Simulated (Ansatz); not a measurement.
# C₂H₆BNO: up Jacob's ladder to CCSD(T)

How much do the methods differ for C₂H₆BNO? The plan is to run it at one geometry with functionals of several rungs and with coupled cluster, and see how far each lands from CCSD(T) at the basis-set limit for the atomisation energy.

Program: Ansatz 0.2.0, Gaussian basis. Level of theory: functionals in def2-TZVPP, the program's frozen cores in correlated methods. These are calculated values, not measurements.

Plan: LDA (SPW92), PBE-D4, revPBE-D4, BLYP-D4, r2SCAN-D4, B97M-V, PBE0-D4, B3LYP-D4, r2SCANh-D4, r2SCAN0-D4, HSE06-D4, BHLYP-D4, CAM-B3LYP-D4, LC-ωPBE, ωB97X-V, ωB97M-V, B2PLYP, PBE-QIDH; CCSD(T)/def2-SVP; CCSD(T)/def2-TZVPP; MP2/def2-QZVPP; extrapolation to the limit; RPA on PBE.

## Step 1: The relaxed structure

The geometry comes from an earlier relaxation with PBE0-D4 in a triple-zeta def2 set; it is a stationary point, not always the lowest conformer.

SMILES `NB1CCO1`, 11 atoms, charge 0, spin multiplicity 1.

Atoms are counted from 1 here; the program's logs count them from 0.

Bond lengths: N1–B2 1.394 Å, N1–H6 1.003 Å, N1–H7 1.005 Å, B2–C3 1.584 Å, B2–O5 1.385 Å, C3–C4 1.535 Å, C3–H8 1.090 Å, C3–H9 1.090 Å, C4–O5 1.450 Å, C4–H10 1.093 Å, C4–H11 1.093 Å. Angles: B2–N1–H6 122.9°, B2–N1–H7 122.5°, H6–N1–H7 114.6°, N1–B2–C3 138.4°, N1–B2–O5 126.3°, C3–B2–O5 95.3°, B2–C3–C4 79.9°, B2–C3–H8 117.6°, B2–C3–H9 117.7°, C4–C3–H8 114.9°, C4–C3–H9 115.0°, H8–C3–H9 109.3°, C3–C4–O5 94.9°, C3–C4–H10 115.4°, C3–C4–H11 115.5°, O5–C4–H10 110.3°, O5–C4–H11 110.3°, H10–C4–H11 109.6° and more.

## Step 2: LDA

This LDA is Slater exchange with PW92 correlation.

in.yaml reads:

```yaml
crystal:
  periodic: [false, false, false]
  atoms:
    - {symbol: N, position_ang: [-1.349871, 1.460195, 0.055871]}
    - {symbol: B, position_ang: [-0.352463, 0.497756, -0.091856]}
    - {symbol: C, position_ang: [0.133337, -0.825859, 0.630769]}
    - {symbol: C, position_ang: [1.159145, -0.749740, -0.509229]}
    - {symbol: O, position_ang: [0.618540, 0.468628, -1.079575]}
    - {symbol: H, position_ang: [-2.029694, 1.432174, 0.792682]}
    - {symbol: H, position_ang: [-1.444225, 2.240609, -0.571024]}
    - {symbol: H, position_ang: [-0.528523, -1.691228, 0.596214]}
    - {symbol: H, position_ang: [0.550789, -0.731395, 1.633165]}
    - {symbol: H, position_ang: [2.195337, -0.595503, -0.198563]}
    - {symbol: H, position_ang: [1.112930, -1.562640, -1.237955]}
basis:
  gaussian: {orbitals: def2-TZVPP}
hamiltonian: {xc: lda}
output: {orbitals: {seedname: orbitals}}
```

After this run come: PBE-D4 (GGA); revPBE-D4 (GGA); BLYP-D4 (GGA); r2SCAN-D4 (meta-GGA); B97M-V (meta-GGA); PBE0-D4 (hybrid); B3LYP-D4 (hybrid); r2SCANh-D4 (hybrid); r2SCAN0-D4 (hybrid); HSE06-D4 (hybrid); BHLYP-D4 (hybrid); CAM-B3LYP-D4 (range-separated); LC-ωPBE (range-separated); ωB97X-V (range-separated); ωB97M-V (range-separated); B2PLYP (double hybrid); PBE-QIDH (double hybrid); CCSD(T) in def2-SVP; CCSD(T) in def2-TZVPP; MP2 in def2-QZVPP; RPA on PBE orbitals.

Q: Predict the results of all the runs planned. Wanted: atomisation energy, CCSD(T)/CBS; farthest beyond LDA; mean size of error, GGA; mean size of error, meta-GGA; mean size of error, hybrid; mean size of error, range-separated; mean size of error, double hybrid; gap, smallest and largest; T1 diagnostic.

The runs gave:

| quantity | value |
| --- | --- |
| atomisation energy, CCSD(T)/CBS | 4539.0 kJ/mol |
| functionals within 22.7 kJ/mol (0.5 %) | revPBE-D4, B3LYP-D4, r2SCANh-D4, B2PLYP, PBE-QIDH |
| farthest beyond LDA | PBE-D4 (+142.8 kJ/mol) |
| mean size of error, GGA | 60.8 kJ/mol |
| mean size of error, meta-GGA | 26.3 kJ/mol |
| mean size of error, hybrid | 48.9 kJ/mol |
| mean size of error, range-separated | 38.3 kJ/mol |
| mean size of error, double hybrid | 11.3 kJ/mol |
| gap, smallest and largest | 6.13 eV (BLYP-D4), 13.26 eV (LC-ωPBE) |
| T1 diagnostic | 0.0120 |
| triples share of the correlation energy | 3.9 % |

LDA overbinds by 716.1 kJ/mol (16 %). PBE-D4 is off by +142.8 kJ/mol. Double hybrids carry the basis error of their MP2 part in triple zeta, and no dispersion term here, so their miss is partly the set-up's. By mean error the best rung here is double hybrid (11.3 kJ/mol) and the worst beyond LDA is GGA (60.8 kJ/mol). Misses under about 22.7 kJ/mol are within the doubt on the reference itself, which lacks core-valence correlation, relativity and higher excitations. Hartree-Fock recovers 73 % of the binding; the rest is correlation. CCSD(T) in def2-SVP is off by -211.8 kJ/mol, which most functionals beat. Orbital gaps span 6.1 to 13.3 eV; exact exchange widens them.
